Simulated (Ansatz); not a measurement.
# Molecular dynamics of NaSrP$_{3}$O$_{9}$

Input file:

```yaml
crystal:
  lattice:
    - [6.905743, 0.0, 0.0]
    - [0.913441, 7.200373, 0.0]
    - [1.293665, 0.686136, 7.707622]
  atoms:
    - { symbol: Na, position: [0.465635, 0.368664, 0.342309] }
    - { symbol: Na, position: [0.534365, 0.631336, 0.657691] }
    - { symbol: Sr, position: [0.011244, 0.73235, 0.643134] }
    - { symbol: Sr, position: [0.988756, 0.26765, 0.356866] }
    - { symbol: P, position: [0.83403, 0.789231, 0.271644] }
    - { symbol: P, position: [0.16597, 0.210769, 0.728356] }
    - { symbol: P, position: [0.798656, 0.335632, 0.943287] }
    - { symbol: P, position: [0.201344, 0.664368, 0.056713] }
    - { symbol: P, position: [0.602875, 0.120105, 0.724772] }
    - { symbol: P, position: [0.397125, 0.879895, 0.275228] }
    - { symbol: O, position: [0.087988, 0.055323, 0.657552] }
    - { symbol: O, position: [0.912012, 0.944677, 0.342448] }
    - { symbol: O, position: [0.368535, 0.147274, 0.801293] }
    - { symbol: O, position: [0.631465, 0.852726, 0.198707] }
    - { symbol: O, position: [0.178768, 0.384602, 0.602916] }
    - { symbol: O, position: [0.821232, 0.615398, 0.397084] }
    - { symbol: O, position: [0.031681, 0.253076, 0.912165] }
    - { symbol: O, position: [0.968319, 0.746924, 0.087835] }
    - { symbol: O, position: [0.749132, 0.34261, 0.135915] }
    - { symbol: O, position: [0.250868, 0.65739, 0.864085] }
    - { symbol: O, position: [0.771841, 0.508737, 0.823122] }
    - { symbol: O, position: [0.228159, 0.491263, 0.176878] }
    - { symbol: O, position: [0.687454, 0.170899, 0.892724] }
    - { symbol: O, position: [0.312546, 0.829101, 0.107276] }
    - { symbol: O, position: [0.646807, 0.263993, 0.574049] }
    - { symbol: O, position: [0.353193, 0.736007, 0.425951] }
    - { symbol: O, position: [0.662612, 0.917525, 0.703949] }
    - { symbol: O, position: [0.337388, 0.082475, 0.296051] }
basis:
  ecutwfc: 420.0
kpoints:
  mp_grid: { grid: [1, 1, 1] }
hamiltonian:
  xc: pbesol
scf:
  occupations: { method: fermi_dirac, width: 0.05 }
  lower_state_search: "off"
md:
  timestep: 1.5
  n_steps: 240
  ensemble: npt_langevin
  temperature: 1500.0
  initial_velocities: maxwell_boltzmann
  seed: 520060
  friction: 0.05
  pressure: 0.0
  fix_cell: []
```

Launched with:

```bash
$ ansatz run input.yaml --threads 1 --pin off --max-ram 3072MiB --backend cpu --events-out ev --progress --plain --runs-dir out
```

It starts from an unrelaxed structure (largest force component 0.27 eV/Å).

Output, in part (step lines):

```
md step     0: t =     0.00 fs  T =  1446.4 K  F+E_penalty+E_count = -24494.95415416 eV  E_kin = 5.235030 eV  conserved = -24490.48805263 eV  P_inst = -1.1921 GPa  V = 383.2532 Å³  selection 1  (9 SCF iters)
md step     1: t =     1.50 fs  T =  1702.4 K  F+E_penalty+E_count = -24494.84192903 eV  E_kin = 6.161340 eV  conserved = -24490.48926288 eV  P_inst = -0.4193 GPa  V = 383.1675 Å³  selection 1  (9 SCF iters)
md step     2: t =     3.00 fs  T =  1440.6 K  F+E_penalty+E_count = -24494.52667310 eV  E_kin = 5.213923 eV  conserved = -24490.48062503 eV  P_inst = -0.0413 GPa  V = 383.0656 Å³  selection 1  (9 SCF iters)
md step     3: t =     4.50 fs  T =  1469.5 K  F+E_penalty+E_count = -24494.05091665 eV  E_kin = 5.318593 eV  conserved = -24490.48458333 eV  P_inst = 0.5864 GPa  V = 383.0190 Å³  selection 1  (9 SCF iters)
md step     4: t =     6.00 fs  T =  1350.6 K  F+E_penalty+E_count = -24493.47332062 eV  E_kin = 4.888298 eV  conserved = -24490.47568163 eV  P_inst = 1.0395 GPa  V = 383.0912 Å³  selection 1  (9 SCF iters)
md step     5: t =     7.50 fs  T =  1284.9 K  F+E_penalty+E_count = -24492.94817672 eV  E_kin = 4.650348 eV  conserved = -24490.47327655 eV  P_inst = 1.3268 GPa  V = 383.3048 Å³  selection 1  (8 SCF iters)
md step     6: t =     9.00 fs  T =  1341.4 K  F+E_penalty+E_count = -24492.54724254 eV  E_kin = 4.854853 eV  conserved = -24490.47267343 eV  P_inst = 1.5140 GPa  V = 383.5178 Å³  selection 1  (8 SCF iters)
md step     7: t =    10.50 fs  T =  1336.2 K  F+E_penalty+E_count = -24492.32800721 eV  E_kin = 4.835936 eV  conserved = -24490.47236294 eV  P_inst = 1.2638 GPa  V = 383.8759 Å³  selection 1  (8 SCF iters)
[... lines left out ...]
```

The steps, from the saved trajectory:

```tsv
time (fs)	T (K)	potential energy less start (eV)	conserved less start (meV/atom)	P (GPa)	volume (Å³)
0.0	1446	0.000	0.00	-1.2	383.3
12.0	1480	2.658	-0.17	0.7	384.4
24.0	993	4.537	0.08	-2.4	390.5
36.0	1520	3.693	-0.49	-0.7	390.2
48.0	1145	4.732	-0.01	1.3	390.2
60.0	1666	5.560	-0.50	2.6	390.7
72.0	1359	5.470	-0.38	-1.8	390.6
84.0	1697	4.799	-0.57	4.0	389.7
96.0	1338	5.610	-0.26	1.4	388.1
108.0	1335	4.202	-0.21	-0.2	386.6
120.0	1434	4.599	0.09	5.8	385.5
132.0	965	4.924	0.17	2.6	386.8
144.0	1042	5.756	-0.06	2.3	391.0
156.0	1991	4.152	-0.99	2.2	393.6
168.0	1452	4.987	-0.45	1.3	394.0
180.0	1554	6.425	-0.21	0.4	397.8
192.0	1068	6.690	-0.37	-1.5	400.6
204.0	1016	5.797	-0.24	0.2	403.6
216.0	1381	6.854	-0.25	-1.5	405.9
228.0	1355	7.057	-0.49	-0.9	408.3
240.0	1533	7.129	-0.32	2.0	406.6
252.0	1380	7.793	-0.26	4.0	402.8
264.0	1385	6.575	-0.48	1.7	399.7
276.0	1825	5.217	-0.64	2.3	396.8
288.0	1544	5.848	-0.70	4.2	393.8
300.0	1595	6.214	-1.64	-1.5	396.2
312.0	1219	7.666	-0.68	-0.3	400.1
324.0	1434	6.171	-0.77	-0.5	404.8
336.0	1503	5.166	-0.91	-5.4	409.9
348.0	1359	5.504	-0.99	-1.4	414.1
360.0	1487	6.486	-1.07	-0.4	415.3
```

All steps were run. The conserved energy stayed within 1.9 meV per atom of its start (net change -1.1 meV per atom), so there is no drift, though single steps change it by up to 22 meV in the whole system, a sign of fast motions only just resolved. A run of 0.36 ps of so small a system gives no equilibrium averages. Limits of this set-up: coarse k mesh. The cell's volume went from 383 to 415 Å³.

Mean squared displacements from the first frame to the last, about the centre of mass, the cell's change included: Na 0.76 Å², Sr 0.11 Å², P 0.11 Å², O 0.25 Å².

Last frame:

```xyz
28
Lattice="7.0601 0.0601 0.0513 0.9966 7.3283 0.0942 1.3858 0.8025 8.0547" Properties=species:S:1:pos:R:3
Na 4.322 3.542 2.376
Na 5.335 5.448 6.289
Sr 1.765 5.785 4.719
Sr 7.799 2.704 2.763
P 7.060 6.297 2.075
P 2.699 2.315 5.822
P 7.550 3.189 7.541
P 1.932 5.439 0.402
P 5.704 1.576 5.647
P 3.854 6.983 2.224
O 1.779 1.451 4.939
O 7.984 7.056 2.853
O 3.782 1.272 6.225
O 5.515 6.999 1.883
O 2.936 3.697 5.079
O 6.918 4.968 2.898
O 2.011 2.787 7.279
O 7.473 6.168 0.623
O 5.972 2.400 1.052
O 3.481 6.505 7.024
O 7.249 4.518 6.840
O 1.798 4.132 1.141
O 6.565 1.960 6.950
O 3.025 6.308 1.151
O 5.791 2.539 4.487
O 3.852 6.071 3.424
O 7.078 7.535 5.720
O 2.385 1.112 2.229
```

Time of the run: 13 min on 1 thread of Intel(R) Xeon(R) Platinum 8375C CPU @ 2.90GHz (Ice Lake) (shared host), peak memory 0.61 GiB.
